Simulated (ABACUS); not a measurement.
Crystal: HfIn4SiO6.

```
Hf In Si O
1.0
     5.69867    0.00381    0.01559
    -0.70506    6.10815   -0.00575
    -2.73718   -1.39557    6.63076
Hf In Si O
1 4 1 6
Cartesian
  0.2972 -0.0900 0.8831
  -0.4860 5.0863 4.8335
  2.9601 -0.6377 3.2997
  -0.4663 2.2403 3.5350
  2.4974 2.6606 1.3677
  2.2933 1.4988 5.6832
  0.7088 1.2617 5.2639
  3.2588 1.4387 4.3619
  5.4139 1.6003 0.0368
  2.4594 2.8937 6.5395
  -0.6297 -0.1526 2.6118
  2.1007 0.3624 1.4524
```

The cell was built by a generator and needn't be a form met in nature.

Base run:

| Property | Result |
| --- | --- |
| Program | ABACUS 3.10.1 |
| Functional | PBE |
| Potentials or basis | SG15 ONCV 1.2 PBE |
| Cutoff | 1143 eV |
| Density cutoff | 4572 eV |
| Basis | plane waves |
| k mesh | 3 × 3 × 3 |
| Occupations | fermi-dirac, width 0.05 eV |
| Spin | no spin polarisation |

Its results: band gap on the k mesh 1.00 eV, indirect (least direct gap 1.15 eV); pressure 0.2 GPa; largest force 0.171 eV/Å.

Task: The run is repeated on the same cell with these changes: functional from PBE to r2SCAN; cutoff from 1143 eV to 1320 eV; density cutoff from 4572 eV to 5279 eV; k mesh from 3 × 3 × 3 to 3 × 3 × 2. What comes out?

Result: Band gap on the k mesh 1.36 eV, indirect (least direct gap 1.49 eV); pressure -3.7 GPa; largest force 0.585 eV/Å.

Several settings changed at once, so the effect can't be laid on one alone.

Caveats: some runs use coarse meshes; spin-orbit coupling is left out, which moves the levels of the heavy elements; an odd mesh through Γ misses points on the zone boundary, where band edges often lie; the potentials were made for another functional, which shifts forces and pressure (some runs).

Not every run made on this cell is shown here.
